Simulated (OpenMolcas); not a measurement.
# Ti³⁺ with 3 ligands (ammonia): CASSCF and CASPT2 levels and susceptibility

Which state of Ti³⁺ lies lowest among these ligands, how large is the field, and what χT follows?

The numbers are computed with OpenMolcas 26.06 (state-averaged CASSCF and CASPT2, spin-orbit coupling by RASSI with atomic mean-field integrals), except any that are marked as measured or tabulated.

## 1. The atom as given

```
Species                           : Ti³⁺ (titanium, Z = 22, 19 electrons)
Basis                             : ANO-RCC-VDZP [5s4p2d1f], 121 functions with the ligands
Scalar Hamiltonian                : DKH2, point nucleus
Inactive shells                   : 1s 2s 2p 3s 3p of the metal, and all ligand shells
Active space                      : 1 electron in 5 orbitals (3d)
Some configurations of this space : 3d
Orbitals                          : optimised for each spin and parity, averaged over all roots
```

The outer shells:

3d
```
3d [↑ ][  ][  ][  ][  ]
```

Ti³⁺ is taken with 3 ligands (ammonia) in trigonal planar coordination (C3h) at 1.9 Å. Ligand basis ANO-RCC-VDZP. The distances are assumed, not relaxed.

```xyz
13

Ti    0.0000    0.0000    0.0000
N     1.9000    0.0000    0.0000
H     2.2821    0.9457    0.0000
H     2.2821   -0.4729    0.8190
H     2.2821   -0.4729   -0.8190
N    -0.9500    1.6454    0.0000
H    -1.9601    1.5035    0.0000
H    -0.7315    2.2128   -0.8190
H    -0.7315    2.2128    0.8190
N    -0.9500   -1.6454    0.0000
H    -0.3220   -2.4492    0.0000
H    -1.5506   -1.7399   -0.8190
H    -1.5506   -1.7399    0.8190
```

Each step is its own input file, run in one work folder so that later steps find the files of earlier ones. Labels, J, g values, rates, χT and fits are worked out afterwards by a script from the matrices that RASSI stores.

## 2. One- and two-electron integrals

a.inp reads:

```
&GATEWAY
Coord
13

Ti 0.0 0.0 0.0
N 1.900000 0.000000 0.000000
H 2.282099 0.945728 0.000000
H 2.282099 -0.472864 0.819024
H 2.282099 -0.472864 -0.819024
N -0.950000 1.645448 0.000000
H -1.960073 1.503491 0.000000
H -0.731537 2.212787 -0.819024
H -0.731537 2.212787 0.819024
N -0.950000 -1.645448 0.000000
H -0.322025 -2.449219 0.000000
H -1.550561 -1.739923 -0.819024
H -1.550561 -1.739923 0.819024
Basis=Ti.ANO-RCC-VDZP,H.ANO-RCC-VDZP,N.ANO-RCC-VDZP
Group=NoSym
NoMove
AngMom=0.0 0.0 0.0
AMFI
RICD
&SEWARD
```

On the command line:

```console
OMP_NUM_THREADS=1 MOLCAS_MEM=2457 MOLCAS_PROJECT=a pymolcas a.inp > a.log
```

## 3. Reference wave functions, doublets, 5 roots

a.inp reads:

```
&RASSCF
FileOrb=start.orb
Symmetry=1
Spin=2
nActEl=1 0 0
Inactive=24
Ras2=5
CIRoot=5 5 1
SDav=5
CIMx=300
Iter=150 100
PrWF=0.3
OrbListing=Nothing
MaxOrb=0
LevShft=1.0
>>> COPY $Project.JobIph JOB001
```

start.orb holds start orbitals that the driver prepared beforehand, or those of the step before.

## 4. State interaction with spin-orbit coupling

a.inp reads:

```
&RASSI
NrOfJobIphs=1 5
1 2 3 4 5
IphNames
JOB001
EJob
SpinOrbit
DIPRint=1.0
SOCoupling=1000.0
Subsets=2
Property=9
'ANGMOM' 1 'ANGMOM' 2 'ANGMOM' 3 'MLTPL  1' 1 'MLTPL  1' 2 'MLTPL  1' 3
'AMFI' 1 'AMFI' 2 'AMFI' 3
SOProperty=3
'ANGMOM' 1 'ANGMOM' 2 'ANGMOM' 3
```

## 5. CASPT2: IPEA 0.25, imaginary shift 0.1 (closed shells correlated: 3s 3p of the metal, with ligand shells; the Frozen line counts the rest)

a.inp reads:

```
>>> COPY JOB001 $Project.JobIph
&CASPT2
Multistate=5 1 2 3 4 5
NoMult
Frozen=8
IPEA=0.25
Imaginary=0.1
MaxIter=60
WThr=0.0 0.3 0.05
PrWF=0.5
NoMix
```

(Steps that only read results are left out.)

Before running it: what results should come out? Wanted: spin-free ground state; first state of the same spin within the active space; lowest level; next level.

As calculated:

```
                                            quantity                                                                                                                                          value
                                              method  SS-CASPT2, IPEA 0.25, imaginary shift 0.1 (closed shells correlated: 3s 3p of the metal, with ligand shells; the Frozen line counts the rest)
                              spin-free ground state                                                                                                            doublet, 2-fold in its orbital part
first state of the same spin within the active space                                                                                                                            doublet at 739 cm⁻¹
                                        lowest level                                                                                                                   2-fold, g = 0.05, 0.70, 0.70
                                          next level                                                                                                                                     156.2 cm⁻¹
                                         χT at 300 K                                                                                                                                 0.46 cm³ K/mol
                           effective moment at 300 K                                                                                                                                        1.91 μB
```

Cost by method:

```tsv
method	time of its own steps	time with the reference
A. CASSCF	11 s	11 s
B. SS-CASPT2, IPEA 0.25, imaginary shift 0.1, +3s 3p	15 s	26 s
```

Times are of one thread on a shared host.

In words: The spin-free ground state (doublet) is 2-fold and keeps the highest spin of the shell. χT at 300 K is 0.46, against 0.38 cm³ K/mol for the spin alone, so orbital moment adds to it.
